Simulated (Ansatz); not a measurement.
# BCl2GeH5Si: one species, many methods

One table from this session's results is given with a row withheld; the runs are named, their logs left out.

Computed with Ansatz 0.2.0, Gaussian basis. Level: functionals in def2-TZVPP, the program's frozen cores in correlated methods.

The runs, in order: PBE-D4, r2SCAN-D4, PBE0-D4, B3LYP-D4, ωB97X-V, ωB97M-V, B2PLYP; CCSD(T)/def2-TZVPP; MP2/def2-QZVPP; extrapolation to the limit.

## The geometry

The geometry comes from an earlier relaxation with PBE0-D4 in a triple-zeta def2 set; it is a stationary point, not always the lowest conformer.

SMILES `ClB(Cl)[SiH2][GeH3]`, 10 atoms, charge 0, spin multiplicity 1.

Atoms are counted from 1 here; the program's logs count them from 0.

Bond lengths: Cl1–B2 1.745 Å, B2–Cl3 1.745 Å, B2–Si4 2.008 Å, Si4–Ge5 2.387 Å, Si4–H6 1.487 Å, Si4–H7 1.487 Å, Ge5–H8 1.537 Å, Ge5–H9 1.537 Å, Ge5–H10 1.537 Å. Angles: Cl1–B2–Cl3 118.5°, Cl1–B2–Si4 120.7°, Cl3–B2–Si4 120.7°, B2–Si4–Ge5 106.2°, B2–Si4–H6 111.3°, B2–Si4–H7 111.2°, Ge5–Si4–H6 109.1°, Ge5–Si4–H7 109.1°, H6–Si4–H7 109.9°, Si4–Ge5–H8 110.0°, Si4–Ge5–H9 110.0°, Si4–Ge5–H10 110.6°, H8–Ge5–H9 108.6°, H8–Ge5–H10 108.8°, H9–Ge5–H10 108.8°.

Geometry (Å):

```
atom     x (Å)     y (Å)     z (Å)
 Cl1  -2.18436  -2.08424   0.59410
  B2  -0.72049  -1.73466  -0.28811
 Cl3   0.45430  -3.00825  -0.49174
 Si4  -0.33960   0.12401  -0.94548
 Ge5   0.79357   1.24046   0.83472
  H6  -1.59714   0.85454  -1.25591
  H7   0.54062   0.10195  -2.14391
  H8   2.09523   0.49779   1.17689
  H9  -0.09717   1.27256   2.08713
 H10   1.13805   2.68463   0.43531
```

Set-up of the first run:

Input file in.yaml:

```yaml
crystal:
  periodic: [false, false, false]
  atoms:
    - {symbol: Cl, position_ang: [-2.184360, -2.084236, 0.594098]}
    - {symbol: B, position_ang: [-0.720490, -1.734656, -0.288107]}
    - {symbol: Cl, position_ang: [0.454301, -3.008252, -0.491738]}
    - {symbol: Si, position_ang: [-0.339605, 0.124011, -0.945481]}
    - {symbol: Ge, position_ang: [0.793566, 1.240455, 0.834719]}
    - {symbol: H, position_ang: [-1.597140, 0.854544, -1.255906]}
    - {symbol: H, position_ang: [0.540623, 0.101954, -2.143912]}
    - {symbol: H, position_ang: [2.095230, 0.497793, 1.176894]}
    - {symbol: H, position_ang: [-0.097170, 1.272564, 2.087127]}
    - {symbol: H, position_ang: [1.138046, 2.684626, 0.435307]}
basis:
  gaussian: {orbitals: def2-TZVPP}
hamiltonian: {xc: pbe, dispersion: d4}
output: {forces: true, orbitals: {seedname: orbitals}}
```

Started as:

```console
> ansatz run in.yaml --threads 2 --pin off --events-out ev --progress --plain --max-ram 31744MiB --backend cuda --devices 0, --max-vram 18GiB
```

Steps of the session up to this table: PBE-D4 (GGA); r2SCAN-D4 (meta-GGA); PBE0-D4 (hybrid); B3LYP-D4 (hybrid); ωB97X-V (range-separated); ωB97M-V (range-separated); B2PLYP (double hybrid); CCSD(T) in def2-TZVPP; MP2 in def2-QZVPP.

One of the session's tables, all rows but one given; the rest of the session is left out.

| method | atomisation energy (eV) |
| --- | --- |
| PBE-D4 | 31.009 |
| r2SCAN-D4 | 31.142 |
| PBE0-D4 | 30.803 |
| B3LYP-D4 | 30.579 |
| ωB97X-V | 31.068 |
| ωB97M-V | 30.798 |
| B2PLYP | 30.235 |
| HF/def2-TZVPP | 23.189 |
| MP2/def2-TZVPP | 30.362 |
| CCSD/def2-TZVPP | 29.612 |
| CCSD(T)/def2-TZVPP | ? |
| MP2/CBS | 31.065 |
| CCSD(T)/CBS | 30.791 |

**Question.** Estimate the row for CCSD(T)/def2-TZVPP.

The run gave: atomisation energy (eV): 30.088. In the column «atomisation energy (eV)» it lies between CCSD/def2-TZVPP (29.612) and B2PLYP (30.235).

Among the levels timed on like hardware and quicker than the yardstick, those that no quicker one beats, quickest first: PBE-D4 (1.9 s, +0.217 eV); B3LYP-D4 (2.3 s, -0.213 eV); PBE0-D4 (2.6 s, +0.012 eV); ωB97M-V (3.4 s, +0.007 eV). Runs this short are mostly start-up, so their order is noise.

B2PLYP carry no dispersion term (for B3LYP, D4 adds 0.497 eV).
